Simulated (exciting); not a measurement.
# WAu (F-43m) in exciting: reference runs

How does WAu come out in PBEsol? The cell is run as given.

Program: exciting (release sodium). These are calculated values, not measurements. Logs are shortened: lines on timing, memory, paths and dates and some standing lists are left out, and cuts for length are marked.

## 1. The structure

Symmetry: F-43m, No. 216, cubic system. Conventional cell: a = 5.496 Å, b = 5.496 Å, c = 5.496 Å, α = 90.00°, β = 90.00°, γ = 90.00°. W (site symmetry -43m) is surrounded by 4 Au at 2.38 Å. Around Au (site symmetry -43m) lie 4 W at 2.38 Å.

The cell was built by a generator and needn't be a form met in nature.

## 2. Single point, PBEsol

Contents of input.xml:

```xml
<input>
  <title>WAu</title>
  <structure speciespath="./" tshift="false">
    <crystal scale="1">
      <basevect>0.000000000000 5.192928197552 5.192928197552</basevect>
      <basevect>5.192928197552 0.000000000000 5.192928197552</basevect>
      <basevect>5.192928197552 5.192928197552 0.000000000000</basevect>
    </crystal>
    <species speciesfile="W.xml" rmt="2.17">
      <atom coord="0.000000000000 0.000000000000 0.000000000000"/>
    </species>
    <species speciesfile="Au.xml" rmt="2.17">
      <atom coord="0.750000000000 0.750000000000 0.750000000000"/>
    </species>
  </structure>
  <groundstate do="fromscratch" ngridk="8 8 8" rgkmax="9" gmaxvr="14" lmaxapw="10" lmaxmat="10" lmaxvr="8" xctype="GGA_PBE_SOL" stype="Fermi Dirac" swidth="0.00183747" nempty="18" ValenceRelativity="iora*" epsengy="1e-05" epspot="1e-05" maxscl="60" tforce="true" outputlevel="normal"/>
</input>
```

Potentials or basis: all-electron LAPW+lo, shipped species files, valence relativity iora*.

On the command line:

```
$ OMP_NUM_THREADS=1 exciting_smp
```

INFO.OUT:

```text
================================================================================
EXCITING SODIUM started
[... 10 lines left out ...]

 Lattice vectors (cartesian) :
      0.0000000000      5.1929281976      5.1929281976
      5.1929281976      0.0000000000      5.1929281976
      5.1929281976      5.1929281976      0.0000000000

 Reciprocal lattice vectors (cartesian) :
     -0.6049751766      0.6049751766      0.6049751766
      0.6049751766     -0.6049751766      0.6049751766
      0.6049751766      0.6049751766     -0.6049751766

 Unit cell volume                           :     280.0702303877
 Brillouin zone volume                      :       0.8856714728

 Species :    1 (W)
     parameters loaded from                 :    W.xml
     name                                   :    tungsten
     nuclear charge                         :     -74.00000000
     electronic charge                      :      74.00000000
     atomic mass                            :  335119.81910000
     muffin-tin radius                      :       2.17000000
     # of radial points in muffin-tin       :     450

     atomic positions (lattice) :
       1 :   0.00000000  0.00000000  0.00000000

 Species :    2 (Au)
     parameters loaded from                 :    Au.xml
     name                                   :    gold
     nuclear charge                         :     -79.00000000
     electronic charge                      :      79.00000000
     atomic mass                            :  359048.05590000
     muffin-tin radius                      :       2.17000000
     # of radial points in muffin-tin       :     450

     atomic positions (lattice) :
       1 :   0.75000000  0.75000000  0.75000000

 Total number of atoms per unit cell        :       2

 Spin treatment                             :    spin-unpolarised

 Number of Bravais lattice symmetries       :      48
 Number of crystal symmetries               :      24

 k-point grid                               :       8    8    8
 Total number of k-points                   :      43
 k-point set is reduced with crystal symmetries

 R^MT_min * |G+k|_max (rgkmax)              :       9.00000000
 Species with R^MT_min                      :       1 (W)
 Maximum |G+k| for APW functions            :       4.14746544
 Maximum |G| for potential and density      :      14.00000000

 G-vector grid sizes                        :      36    36    36
 Total number of G-vectors                  :   12939

 Maximum angular momentum used for
     APW functions                          :      10
     computing H and O matrix elements      :      10
     potential and density                  :       8
     inner part of muffin-tin               :       2

 Total nuclear charge                       :    -153.00000000
 Total electronic charge                    :     153.00000000
 Total core charge                          :      94.00000000
 Total valence charge                       :      59.00000000

 Number of empty states                     :      18
 Total number of valence states             :      48

 Maximum Hamiltonian size                   :     399
 Maximum number of plane-waves              :     346
 Total number of local-orbitals             :      53

 Exchange-correlation type                  :      22
[... 23 lines left out ...]
+ SCF iteration number :    1                                                  +
++++++++++++++++++++++++++++++++++++++++++++++++++++++++++++++++++++++++++++++++
 Total energy                               :    -35162.57129827
 _______________________________________________________________
 Fermi energy                               :         0.39576362
 Kinetic energy                             :     40114.14881726
 Coulomb energy                             :    -74596.64006046
 Exchange energy                            :      -669.61035258
 Correlation energy                         :       -10.46970249

 DOS at Fermi energy (states/Ha/cell)       :        72.38514430

 Electron charges :
     core                                   :        94.00000000
     core leakage                           :         0.00316290
     valence                                :        59.00000000
     interstitial                           :         5.95661516
     charge in muffin-tin spheres :
                  atom     1     W          :        71.32374501
                  atom     2    Au          :        75.71963984
     total charge in muffin-tins            :       147.04338484
     total charge                           :       153.00000000

++++++++++++++++++++++++++++++++++++++++++++++++++++++++++++++++++++++++++++++++
+ SCF iteration number :    2                                                  +
++++++++++++++++++++++++++++++++++++++++++++++++++++++++++++++++++++++++++++++++
 Total energy                               :    -35196.19142055
 _______________________________________________________________
 Fermi energy                               :         0.39627736
 Kinetic energy                             :     40093.69007387
 Coulomb energy                             :    -74609.19894753
 Exchange energy                            :      -670.20696244
 Correlation energy                         :       -10.47558444

 DOS at Fermi energy (states/Ha/cell)       :        52.98237058

 Electron charges :
     core                                   :        94.00000000
     core leakage                           :         0.00291294
     valence                                :        59.00000000
     interstitial                           :         5.69724237
     charge in muffin-tin spheres :
                  atom     1     W          :        70.77830783
                  atom     2    Au          :        76.52444980
     total charge in muffin-tins            :       147.30275763
     total charge                           :       153.00000000
[... 412 lines left out ...]
++++++++++++++++++++++++++++++++++++++++++++++++++++++++++++++++++++++++++++++++
+ SCF iteration number :   17                                                  +
++++++++++++++++++++++++++++++++++++++++++++++++++++++++++++++++++++++++++++++++
 Total energy                               :    -35203.89318760
 _______________________________________________________________
 Fermi energy                               :         0.38251830
 Kinetic energy                             :     40087.14567915
 Coulomb energy                             :    -74610.24411156
 Exchange energy                            :      -670.31812450
 Correlation energy                         :       -10.47663069

 DOS at Fermi energy (states/Ha/cell)       :        50.75225951

 Electron charges :
     core                                   :        94.00000000
     core leakage                           :         0.00288735
     valence                                :        59.00000000
     interstitial                           :         5.59190492
     charge in muffin-tin spheres :
                  atom     1     W          :        70.93011166
                  atom     2    Au          :        76.47798342
     total charge in muffin-tins            :       147.40809508
     total charge                           :       153.00000000

 RMS change in effective potential (target) :  0.355600E-08  ( 0.100000E-04)
 Absolute change in total energy   (target) :  0.211094E-05  ( 0.100000E-04)
 Charge distance                   (target) :  0.101041E-08  ( 0.100000E-04)
 Abs. change in max-nonIBS-force   (target) :   0.00000      ( 0.500000E-04)

++++++++++++++++++++++++++++++++++++++++++++++++++++++++++++++++++++++++++++++++
| Convergency criteria checked for the last 2 iterations                       +
| Convergence targets achieved. Performing final SCF iteration                 +
++++++++++++++++++++++++++++++++++++++++++++++++++++++++++++++++++++++++++++++++
 Total energy                               :    -35203.89318843
 _______________________________________________________________
 Fermi energy                               :         0.38251830
 Kinetic energy                             :     40087.14567854
 Coulomb energy                             :    -74610.24411177
 Exchange energy                            :      -670.31812452
 Correlation energy                         :       -10.47663069

 DOS at Fermi energy (states/Ha/cell)       :        50.75225249

 Electron charges :
     core                                   :        94.00000000
     core leakage                           :         0.00288735
     valence                                :        59.00000000
     interstitial                           :         5.59190490
     charge in muffin-tin spheres :
                  atom     1     W          :        70.93011169
                  atom     2    Au          :        76.47798341
     total charge in muffin-tins            :       147.40809510
     total charge                           :       153.00000000

++++++++++++++++++++++++++++++++++++++++++++++++++++++++++++++++++++++++++++++++
+ Self-consistent loop stopped                                                 +
++++++++++++++++++++++++++++++++++++++++++++++++++++++++++++++++++++++++++++++++
 STATE.OUT is written

--------------------------------------------------------------------------------
- Writing atomic positions and forces                                          -
--------------------------------------------------------------------------------

 Atomic positions (lattice) :
 atom     1   W  :     0.00000000    0.00000000    0.00000000
 atom     2  Au  :     0.75000000    0.75000000    0.75000000

 Total atomic forces including IBS (cartesian) :
 atom     1   W  :     0.00000000    0.00000000   -0.00000000
 atom     2  Au  :     0.00000000   -0.00000000    0.00000000

 Atomic force components including IBS (cartesian) :
 atom     1   W  :     0.00000000    0.00000000   -0.00000000   HF force
                 :     0.00000000    0.00000000   -0.00000000   core correction
                 :     0.00000000   -0.00000000    0.00000000   IBS correction
 atom     2  Au  :    -0.00000000   -0.00000000    0.00000000   HF force
                 :    -0.00000000   -0.00000000    0.00000000   core correction
                 :    -0.00000000    0.00000000   -0.00000000   IBS correction

********************************************************************************
* Groundstate module stopped                                                   *
********************************************************************************

================================================================================
| EXCITING SODIUM stopped                                                      =
================================================================================
```

Wall time 6 min (1 thread of Intel Xeon at 2.50GHz (Skylake/Cascade Lake), shared host); peak memory 0.15 GiB.

Results:

| Property | Result |
| --- | --- |
| Free energy | -957946.7511 eV |
| Band gap on the k mesh | none (metal or under the smearing width) |
| All electrons inside the program's atomic spheres | W 70.93; Au 76.48 (radii W 2.17, Au 2.17 bohr) |

Levels at points of the mesh, in eV from the Fermi level:
| k point | band 28 | band 29 | band 30 | band 31 | band 32 | band 33 |
| --- | --- | --- | --- | --- | --- | --- |
| (0.00, 0.00, 0.00) | -0.86 | -0.86 | -0.86 | 2.14 | 2.14 | 9.18 |
| (0.50, 0.00, 0.00) | -2.22 | -0.21 | -0.21 | 1.83 | 1.83 | 2.62 |
| (0.50, 0.50, 0.00) | -3.21 | 0.38 | 1.48 | 2.00 | 2.00 | 3.68 |

Caveat: the log's total energy holds no entropy term; the free energy is that total less TS from the occupations; the basis of Au and Ba changes in steps between geometries, so energy differences can be off by several meV. The run has no spin-orbit coupling, so splittings on Au, W are missing.
